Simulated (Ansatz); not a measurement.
# Se: the crystal squeezed far

The task here is to estimate one member of a computed series from the others.

Method: DFT LDA, with the methods named in each step, in Ansatz 0.2.0.

1 further run of the same task is left out (it didn't finish). Runs told in other sessions of the task aren't counted.

### The starting structure

Symmetry: Pm-3m, No. 221, cubic system. Conventional cell: a = 2.831 Å, b = 2.831 Å, c = 2.831 Å, α = 90.00°, β = 90.00°, γ = 90.00°. Se (site symmetry m-3m) is surrounded by 6 Se at 2.83 Å.

As a file:

```
CELL_PARAMETERS angstrom
2.83062 0.00000 0.00000
0.00000 2.83062 0.00000
0.00000 0.00000 2.83062
ATOMIC_POSITIONS crystal
Se 0.00000 0.00000 0.00000
```

Whether this phase is the stable one at these pressures isn't tested.

Set-up of the first run:

The input, input.yaml:

```yaml
crystal:
  lattice:
    - [2.8306163882, 0.0, 0.0]
    - [0.0, 2.8306163882, 0.0]
    - [0.0, 0.0, 2.8306163882]
  atoms:
    - { symbol: Se, position: [0.0, 0.0, 0.0] }
kpoints:
  mp_grid: { grid: [13, 13, 13] }
scf:
  occupations: { method: fermi_dirac, width: 0.08 }
hamiltonian:
  xc: lda
  pseudopotentials: { kind: paw }
output:
  forces: true
  stress: true
relax:
  f_tol: 0.005
  max_steps: 40
  cell: {}
```

Run with:

```
$ ansatz run input.yaml --threads 1 --pin off --max-ram 2048MiB --backend cpu --events-out ev --progress --plain --runs-dir out
```

Among the steps run: Cell relaxed at zero pressure, PAW; Volume scaled by 1, PAW; Volume scaled by 0.92, PAW; Volume scaled by 0.84, PAW; Volume scaled by 0.76, PAW; Volume scaled by 0.68, PAW; Volume scaled by 0.6, PAW; Volume scaled by 0.52, PAW; Volume scaled by 0.45, PAW; Volume scaled by 0.45, PAW (core large).

One of the session's tables, all rows but one given; the rest of the session is left out.

```
          method  volume over the first  volume (Å³/atom)  pressure (GPa)
             PAW                      1                 ?               ?
             PAW                   0.92            19.537            8.58
             PAW                   0.84            17.838           22.02
             PAW                   0.76            16.139           43.11
             PAW                   0.68            14.441           73.08
             PAW                    0.6            12.742          121.71
             PAW                   0.52            11.043          196.80
             PAW                   0.45             9.556          317.56
PAW (core large)                   0.45             9.556          320.36
```

**Question.** Estimate the row for PAW, 1.

**Answer.** volume (Å³/atom): 21.236; pressure (GPa): -0.05. In the column «volume (Å³/atom)» it is the highest.

To keep in mind: Warnings in the runs' records: datasets by core.
